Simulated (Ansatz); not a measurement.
# Hf2Pd2Se2Br2O3 (P6mm) in Ansatz: further runs, part 2 of 2

Ansatz 0.2.0. The steps go on from the part before.

### 4 Projected density of states, PBE+U

The input, input.yaml:

```yaml
crystal:
  lattice:
    - [5.75899, 0.0, 0.0]
    - [-2.87949, 4.98743, 0.0]
    - [0.0, 0.0, 8.52547]
  atoms:
    - { symbol: Hf, position: [0.33333, 0.66667, 0.54201] }
    - { symbol: Hf, position: [0.66667, 0.33333, 0.54201] }
    - { symbol: Pd, position: [0.33333, 0.66667, 0.1288] }
    - { symbol: Pd, position: [0.66667, 0.33333, 0.1288] }
    - { symbol: Se, position: [0.33333, 0.66667, 0.85572] }
    - { symbol: Se, position: [0.66667, 0.33333, 0.85572] }
    - { symbol: Br, position: [0.0, 0.0, 0.13895] }
    - { symbol: Br, position: [0.0, 0.0, 0.65384] }
    - { symbol: O, position: [0.5, 0.0, 0.42963] }
    - { symbol: O, position: [0.0, 0.5, 0.42963] }
    - { symbol: O, position: [0.5, 0.5, 0.42963] }
hamiltonian:
  xc: pbe
  pseudopotentials: { kind: paw }
  hubbard:
    sites:
      - { species: Hf, l: d, u_eff: 6.0 }
      - { species: Pd, l: d, u_eff: 6.0 }
kpoints:
  mp_grid: { grid: [6, 6, 3] }
scf:
  occupations: { method: fermi_dirac, width: 0.05 }
  n_extra_bands: 27
output:
  forces: true
  stress: true
  eigenvalues: true
  dos: { projected: true, de: 0.05, nscf_kmesh: { grid: [9, 9, 5] } }
```

Potentials or basis: Ansatz PAW.

Run with:

```bash
$ ansatz run input.yaml --threads 8 --pin off --max-ram 20480MiB --backend cpu --events-out ev --progress --plain --runs-dir out
```

Log:

```text
Warning: the atoms were moved onto the symmetric positions of the space group found under crystal.symmetry.tolerance 1.0e-5 (fractional; no operation is sought that the atoms, as they stand in a round, miss by more than twice it, and no atom is moved by as much as it), and the run uses the moved positions. Before a round's move an operation carried an atom to 5.76e-5 Å from where it should land, the largest such distance. Atom 0 (counting from 0) moved farthest, by 3.32e-5 Å; the longest move in fractions of the cell, of whichever atom, is 0.47 of the tolerance, in 1 round. To run the atoms as typed, lower crystal.symmetry.tolerance until the operations that they miss are no longer found, or set crystal.symmetry.detect: false (a key that needs symmetry detection or time reversal refuses this as the deck is read). The positions used, in the order of the run's atom list: position: [0.3333333333333333, 0.6666666666666666, 0.54201]; position: [0.6666666666666666, 0.3333333333333333, 0.54201]; position: [0.3333333333333333, 0.6666666666666666, 0.1288]; position: [0.6666666666666666, 0.3333333333333333, 0.1288]; position: [0.3333333333333333, 0.6666666666666666, 0.85572]; position: [0.6666666666666666, 0.3333333333333333, 0.85572]; position: [0.0, 0.0, 0.13895]; position: [0.0, 0.0, 0.65384]; position: [0.5, 0.0, 0.42963]; position: [0.0, 0.5, 0.42963]; position: [0.5, 0.5, 0.42963]; The lattice was moved too: crystal.lattice keeps the space group found at crystal.symmetry.tolerance 1.0e-5 only nearly: the operation that it misses by the most changes a squared length by the fraction 2.01e-6. The run uses the lattice that is a stretch of the typed one, with no rotation, onto the one that keeps every operation to a double's rounding (on a very oblique basis the stretch itself rounds by more); the deck's lattice vector that moved farthest moved by 3.04e-6 Å. To run the lattice as typed, set crystal.symmetry.tolerance under 4.32e-7, the least fraction by which an operation that the lattice misses changes a squared length (the same key also sets how far an atom may lie from its image, so lowering it can lose operations that the atoms keep only within it), or set crystal.symmetry.detect: false, as for the atoms. crystal.lattice made exact, in Å and degrees: [[5.758989053065217, -2.8867513457225407e-6, 0.0], [-2.879492026532608, 4.987432263446639, 0.0], [0.0, 0.0, 8.52547]]. Pasted over the deck's crystal.lattice, beside positions in fractional coordinates, it runs the same cell (given as lengths and angles, that cell in the form's own orientation, a rigid turn of the misfit's size from the one run here, for which a checkpoint.post_process_only pass over this run's state can be refused: where this run relaxes nothing, give such a pass this deck's own crystal.lattice, as typed; behind a relaxation, as crystal.lattice, the state's own cell, identity.cell in its checkpoint.json), and a matrix so pasted ends this notice, except on a very skew basis of the lattice, where the rounding of the pasted numbers themselves can read as a misfit: the cell is then moved again, and that move is told again. The lattice as run is in this notice's lattice.as_run_ang field (Run.prep()["deck_notices"] in Python, the deck_notice line of an events file, deck_notices of ansatz run --dry-run=json, or deck_notices in record.json in the deck's checkpoint.write directory).
[... 110 lines left out ...]
  k-point 13: bands = ["-73.6648", "-73.6648", "-55.1085", "-55.1085", "-40.1071", "-40.1062", "-40.1062", "-40.1047", "-40.1047", "-40.1047", "-40.0629", "-40.0626", "-40.0626", "-40.0623", "-39.7823", "-39.7823", "-39.3090", "-39.2996", "-39.2996", "-39.2900", "-24.2016", "-24.0319", "-24.0319", "-23.8774", "-23.8774", "-23.7600", "-9.7973", "-9.7973", "-9.5074", "-6.3103", "-5.3759", "-5.0756", "-5.0756", "-5.0044", "-5.0044", "-5.0027", "-4.9906", "-4.9740", "-4.9740", "-4.9673", "-4.9669", "-4.9669", "-4.9102", "-4.8885", "-4.8885", "-4.8230", "-4.8230", "2.6632", "2.6632", "3.3168", "3.5477", "3.5477", "3.5622", "3.7417", "4.0059", "4.0059", "4.3443", "4.3443", "4.6536", "4.7718", "4.7718", "5.0419", "5.0419", "5.0456", "5.1584", "5.6242", "5.6242", "5.6604", "5.8276", "5.8276", "5.8736", "6.4744", "7.1414", "7.1473", "7.1473", "7.7097", "7.7097", "8.4162", "10.3315", "11.9326", "11.9326", "12.3585", "12.3585", "12.8452", "13.0457", "13.1791", "13.1791", "13.6375", "13.6375", "13.8134", "14.4844", "14.4844", "15.3102", "15.4663", "16.6947", "16.6947", "17.1897", "17.2821", "17.2821", "17.6918", "17.6918", "18.0519", "18.2235"]
Occupation matrices written to <dir>
```

Wall time 29 s (8 threads of Arm Neoverse V1, shared host); peak memory 2.3 GiB.

Results:

```
Free energy                          : -63586.3814 eV
Pressure                             : 2.9 GPa
Largest force                        : 0.786 eV/Å
Band gap on the k mesh               : none (metal or under the smearing width)
Density of states at the Fermi level : 13.62 states/eV per cell
```

Forces in eV/Å, atoms in the order of the input:
```
Hf   0.000  0.000 -0.786
Hf   0.000  0.000 -0.786
Pd   0.000  0.000  0.297
Pd   0.000  0.000  0.297
Se   0.000  0.000  0.368
Se   0.000  0.000  0.368
Br   0.000  0.000 -0.155
Br   0.000  0.000  0.182
O    0.000  0.000  0.071
O    0.000  0.000  0.071
O    0.000  0.000  0.071
```

Stress tensor (GPa, compression positive):
```
2.48 0.00 0.00
0.00 2.48 0.00
0.00 0.00 3.66
```

States per cell in windows of 1 eV (zero at the Fermi level; states under -8 eV left out):
| from (eV) | total | Pd 4d | Hf 5d | O 2p | Br 4p | Se 4p | Hf 6s |
| --- | --- | --- | --- | --- | --- | --- | --- |
| -8.0 | 0.00 | 0.00 | 0.00 | 0.00 | 0.00 | 0.00 | 0.00 |
| -7.0 | 0.00 | 0.00 | 0.00 | 0.00 | 0.00 | 0.00 | 0.00 |
| -6.0 | 0.63 | 0.08 | 0.06 | 0.20 | 0.04 | 0.16 | 0.07 |
| -5.0 | 11.29 | 1.50 | 1.65 | 5.29 | 0.47 | 1.71 | 0.35 |
| -4.0 | 14.56 | 5.15 | 1.04 | 4.29 | 1.30 | 2.41 | 0.04 |
| -3.0 | 14.20 | 7.77 | 0.40 | 2.76 | 2.26 | 0.74 | 0.04 |
| -2.0 | 9.31 | 2.79 | 0.14 | 1.73 | 2.93 | 1.49 | 0.02 |
| -1.0 | 8.88 | 1.92 | 0.16 | 0.15 | 4.08 | 2.27 | 0.04 |
| 0.0 | 3.12 | 0.46 | 0.07 | 0.05 | 0.36 | 2.09 | 0.01 |
| 1.0 | 0.02 | 0.00 | 0.00 | 0.00 | 0.00 | 0.00 | 0.01 |
| 2.0 | 1.76 | 0.02 | 0.60 | 0.05 | 0.04 | 0.09 | 0.21 |
| 3.0 | 3.89 | 0.02 | 1.75 | 0.23 | 0.10 | 0.17 | 0.30 |
| 4.0 | 4.27 | 0.02 | 1.89 | 0.34 | 0.09 | 0.14 | 0.36 |
| 5.0 | 7.68 | 0.02 | 4.45 | 0.60 | 0.07 | 0.16 | 0.45 |
| 6.0 | 9.38 | 0.02 | 3.81 | 0.94 | 0.17 | 0.20 | 0.53 |
| 7.0 | 4.98 | 0.01 | 0.98 | 0.28 | 0.02 | 0.08 | 0.34 |

Eigenvalues of the final occupation matrices:
```
  site  spin  trace               eigenvalues
site 1     1   1.06  0.18 0.18 0.21 0.25 0.25
site 2     1   1.06  0.18 0.18 0.21 0.25 0.25
site 3     1   4.76  0.85 0.97 0.97 0.99 0.99
site 4     1   4.76  0.85 0.97 0.97 0.99 0.99
```

Caveat: U without spin polarisation on a metal has little footing. The run has no spin-orbit coupling, so splittings on Hf are missing.

### 5 Projected density of states, PBE+U

Changes to input.yaml since step 4:

```diff
@@ -22,4 +22,4 @@
     sites:
-      - { species: Hf, l: d, u_eff: 6.0 }
-      - { species: Pd, l: d, u_eff: 6.0 }
+      - { species: Hf, l: d, u_eff: 8.0 }
+      - { species: Pd, l: d, u_eff: 8.0 }
 kpoints:
```

Run with:

```bash
$ ansatz run input.yaml --threads 8 --pin off --max-ram 20480MiB --backend cpu --events-out ev --progress --plain --runs-dir out
```

Wall time 28 s (8 threads of Arm Neoverse V1, shared host); peak memory 2.3 GiB.

The run converged. Its results:

* Free energy: -63582.3486 eV
* Pressure: 4.2 GPa
* Largest force: 1.069 eV/Å
* Band gap on the k mesh: none (metal or under the smearing width)
* Density of states at the Fermi level: 9.77 states/eV per cell

Forces in eV/Å, atoms in the order of the input:
```
Hf   0.000  0.000 -1.069
Hf   0.000  0.000 -1.069
Pd   0.000  0.000  0.454
Pd   0.000  0.000  0.454
Se   0.000  0.000  0.481
Se   0.000  0.000  0.481
Br   0.000  0.000 -0.176
Br   0.000  0.000  0.231
O    0.000  0.000  0.071
O    0.000  0.000  0.071
O    0.000  0.000  0.071
```

Stress tensor (GPa, compression positive):
```
3.72 0.00 0.00
0.00 3.72 0.00
0.00 0.00 5.28
```

Levels at points of the mesh, in eV from the Fermi level:
```csv
k point,band 73,band 74,band 75,band 76,band 77,band 78,band 79,band 80
"(0.00, 0.00, 0.00)",-0.37,-0.17,-0.17,0.09,0.47,0.47,2.00,3.52
"(0.00, -0.50, 0.00)",-0.68,-0.63,-0.32,-0.16,0.15,0.49,3.81,3.91
```

States per cell in windows of 1 eV (zero at the Fermi level; states under -8 eV left out):
| from (eV) | total | Pd 4d | O 2p | Hf 5d | Br 4p | Se 4p | Hf 6s |
| --- | --- | --- | --- | --- | --- | --- | --- |
| -8.0 | 0.00 | 0.00 | 0.00 | 0.00 | 0.00 | 0.00 | 0.00 |
| -7.0 | 0.00 | 0.00 | 0.00 | 0.00 | 0.00 | 0.00 | 0.00 |
| -6.0 | 0.00 | 0.00 | 0.00 | 0.00 | 0.00 | 0.00 | 0.00 |
| -5.0 | 9.88 | 2.81 | 2.96 | 0.79 | 0.44 | 2.21 | 0.41 |
| -4.0 | 18.77 | 8.14 | 5.56 | 1.61 | 1.36 | 1.66 | 0.06 |
| -3.0 | 11.74 | 5.02 | 3.14 | 0.50 | 1.95 | 0.83 | 0.05 |
| -2.0 | 9.61 | 1.75 | 2.69 | 0.20 | 2.99 | 1.71 | 0.02 |
| -1.0 | 9.01 | 1.62 | 0.18 | 0.15 | 4.38 | 2.37 | 0.04 |
| 0.0 | 3.00 | 0.33 | 0.05 | 0.06 | 0.36 | 2.13 | 0.01 |
| 1.0 | 0.00 | 0.00 | 0.00 | 0.00 | 0.00 | 0.00 | 0.00 |
| 2.0 | 0.50 | 0.00 | 0.01 | 0.05 | 0.02 | 0.02 | 0.14 |
| 3.0 | 3.96 | 0.03 | 0.16 | 1.71 | 0.08 | 0.19 | 0.33 |
| 4.0 | 3.35 | 0.01 | 0.24 | 1.04 | 0.10 | 0.10 | 0.48 |
| 5.0 | 6.37 | 0.01 | 0.41 | 3.64 | 0.06 | 0.12 | 0.37 |
| 6.0 | 9.90 | 0.02 | 0.91 | 4.96 | 0.15 | 0.21 | 0.37 |
| 7.0 | 7.45 | 0.02 | 0.53 | 1.97 | 0.05 | 0.15 | 0.45 |

Eigenvalues of the final occupation matrices:
```csv
site,spin,trace,eigenvalues
site 1,1,1.00,0.16 0.16 0.19 0.24 0.24
site 2,1,1.00,0.16 0.16 0.19 0.24 0.24
site 3,1,4.80,0.88 0.97 0.97 0.99 0.99
site 4,1,4.80,0.88 0.97 0.97 0.99 0.99
```

Caveat: U without spin polarisation on a metal has little footing; forces of over 1 eV/Å show positions far from the minimum, so gaps and moduli don't describe the material at rest. Spin-orbit coupling is left out, which matters for the levels of Hf.

### 6 Overview

| U | gap on the mesh (eV) | pressure (GPa) | largest force (eV/Å) |
| --- | --- | --- | --- |
| Hf d U = 2 eV, Pd d U = 2 eV | none | 0.7 | 0.28 |
| Hf d U = 4 eV, Pd d U = 4 eV | none | 1.7 | 0.52 |
| Hf d U = 6 eV, Pd d U = 6 eV | none | 2.9 | 0.79 |
| Hf d U = 8 eV, Pd d U = 8 eV | none | 4.2 | 1.07 |

Alike in all rows: task projected density of states; level PBE+U; potentials or basis Ansatz PAW; no spin polarisation; cell as given; k mesh 6 × 6 × 3; cutoff (eV) 420; smearing fermi-dirac 0.05 eV.

Every run on the cell as given and a fine mesh finds a metal.

Caveats: U without spin polarisation on a metal has little footing; forces of over 1 eV/Å show positions far from the minimum, so gaps and moduli don't describe the material at rest (some runs).

Total energies depend on the potentials used, so only differences within one code and one set of settings carry meaning.
